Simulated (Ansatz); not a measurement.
**CLiSe+ (SMILES [Li][C+]=[Se]): single points off equilibrium**

The task here is to estimate one member of a computed series from the others.

The runs use Ansatz 0.2.0, Gaussian basis; single points in def2-TZVPP.

Correlated methods freeze the cores. Filled d shells of the heavier atoms are correlated. The outer core shell of Li, Na, Mg and K is correlated.

## Where the work starts

SMILES `[Li][C+]=[Se]`, 3 atoms, charge 1, spin multiplicity 1.

Atoms are counted from 1 here; the program's logs count them from 0.

Bond lengths: Li1–C2 1.705 Å, C2–Se3 1.815 Å. Angles: Li1–C2–Se3 167.5°.

Geometry (Å):

```csv
atom,x (Å),y (Å),z (Å)
Li1,-0.0376,-1.5022,-0.8350
C2,0.0084,-0.0765,0.0993
Se3,0.0471,1.6201,0.7433
```

The first run:

The input, run/in.yaml:

```yaml
crystal:
  periodic: [false, false, false]
  atoms:
    - {symbol: Li, position_ang: [-0.037600, -1.502200, -0.835000]}
    - {symbol: C, position_ang: [0.008400, -0.076500, 0.099300]}
    - {symbol: Se, position_ang: [0.047100, 1.620100, 0.743300]}
basis:
  gaussian: {orbitals: def2-TZVPP}
total_charge: 1
correlation: {method: ccsd_t}
output: {forces: true}
```

The command line of these runs was not kept.

Among the steps run: CCSD(T)/def2-TZVPP; PBE0-D4/def2-TZVPP; wB97M-V/def2-TZVPP; r2SCAN-D4/def2-TZVPP; PBE-D4/def2-TZVPP; wB97X-V/def2-TZVPP; BLYP-D4/def2-TZVPP.

One of the session's tables, all rows but one given; the rest of the session is left out.

| method | RMS force component (eV/Å) | angle to CCSD(T) forces (°) |
| --- | --- | --- |
| CCSD(T) | 3.600 | reference |
| PBE0-D4 | 4.062 | 3.7 |
| wB97M-V | 4.327 | 4.5 |
| r2SCAN-D4 | 3.893 | 2.1 |
| PBE-D4 | 3.554 | 1.0 |
| wB97X-V | ? | ? |
| BLYP-D4 | 3.404 | 0.1 |

Q: Estimate the row for wB97X-V from the others.

**Answer.** RMS force component (eV/Å): 4.440; angle to CCSD(T) forces (°): 4.6. In the column «RMS force component (eV/Å)» it is the highest.
